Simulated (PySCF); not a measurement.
# SnBr⁻ (triplet) with other numerical set-ups

The method stays; parts of the set-up, such as the basis or the Hamiltonian, are changed.

Program: PySCF 2.14.0. Level of theory: each script names its method and basis. These are calculated values, not measurements.

6 further runs of the same task are left out: 2 for a known fault of the program, 4 that didn't finish.

## (1) The starting structure

SnBr⁻ (triplet): 2 atoms, charge -1, spin multiplicity 3.

Bond lengths: Sn1–Br2 2.308 Å.

## (2) The base run

input.py reads:

```python
from pyscf import gto, scf, mp

mol = gto.M(
    atom='Sn 0 0 0; Br 0 0 2.308',
    basis='def2-svpd',
    ecp={'Sn': 'def2-svpd'},
    charge=-1,
    spin=2,
    verbose=3,
)
mf = scf.UHF(mol)
mf.kernel()
mp.MP2(mf, frozen=13).kernel()
mf.dip_moment()
print('orbital energies (hartree):', [e[max(0, n-3):n+3].round(4) for e, n in zip(mf.mo_energy, mol.nelec)])
```

The run is started by

```bash
python input.py
```

Its log is not repeated here.

Base result: E(SCF) = -2785.512416 Eh, E(MP2) − E(SCF) = -0.31939 Eh, ⟨S²⟩ = 2.024.

The bond length is a typed value, not an optimised one. The dipole of an ion depends on the origin. The triplet is typed in the script; nothing here shows that it is the ground state.

## (3) Core potential off

Run 1 changes core potential: on → off. The core potential changes with it: totals don't compare.

input.py reads:

```python
from pyscf import gto, scf, mp

mol = gto.M(
    atom='Sn 0 0 0; Br 0 0 2.308',
    basis='def2-svpd',
    charge=-1,
    spin=2,
    verbose=3,
)
mf = scf.UHF(mol)
mf.kernel()
mp.MP2(mf, frozen=13).kernel()
mf.dip_moment()
print('orbital energies (hartree):', [e[max(0, n-3):n+3].round(4) for e, n in zip(mf.mo_energy, mol.nelec)])
```

The run is started by

```bash
python input.py
```

## (4) X2c-svpall (core potential off, X2C on)

Run 2 changes basis set: def2-svpd → x2c-svpall; core potential: on → off; spin-free X2C: off → on; frozen orbitals: 13 → 27. The core potential changes with it: totals don't compare.

input.py reads:

```python
from pyscf import gto, scf, mp

mol = gto.M(
    atom='Sn 0 0 0; Br 0 0 2.308',
    basis='x2c-svpall',
    charge=-1,
    spin=2,
    verbose=3,
)
mf = scf.UHF(mol)
mf = mf.sfx2c1e()
mf.kernel()
mp.MP2(mf, frozen=27).kernel()
mf.dip_moment()
print('orbital energies (hartree):', [e[max(0, n-3):n+3].round(4) for e, n in zip(mf.mo_energy, mol.nelec)])
```

## (5) Def2-svp

Run 3 changes basis set: def2-svpd → def2-svp.

Edit input.py of step 2 so:

```diff
@@ -4,4 +4,4 @@
     atom='Sn 0 0 0; Br 0 0 2.308',
-    basis='def2-svpd',
-    ecp={'Sn': 'def2-svpd'},
+    basis='def2-svp',
+    ecp={'Sn': 'def2-svp'},
     charge=-1,
```

## (6) Cartesian functions on

Run 4 changes Cartesian functions: off → on.

Edit input.py of step 2 so:

```diff
@@ -8,2 +8,3 @@
     spin=2,
+    cart=True,
     verbose=3,
```

What does the calculation give? Wanted: for each run, E(SCF); from base; gap, α spin; after the SCF.

**Answer**, as computed:

```csv
run,E(SCF) (hartree),from base (eV),"gap, α spin (eV)",functions,after the SCF
base,-2785.512416,0,n/a,73,"MP2 correlation -8.691 eV, core frozen"
core potential off (poor choice),-4219.352815,not comparable,6.28,73,"MP2 correlation -8.648 eV, core frozen"
"x2c-svpall (core potential off, X2C on)",-8777.271084,not comparable,9.39,68,"MP2 correlation -8.297 eV, core frozen"
def2-svp,-2785.503291,+0.2483,n/a,58,"MP2 correlation -8.312 eV, core frozen"
Cartesian functions on,-2785.516357,-0.1072,n/a,n/a,"MP2 correlation -8.931 eV, core frozen"
```

**Reading.** Of the runs whose energies can be compared, “def2-svp” moves the SCF energy most (+0.248 eV). def2-svp (58 functions) gives an energy 0.25 eV higher than def2-svpd (73). Rows marked «poor choice» come from settings spoiled on purpose.
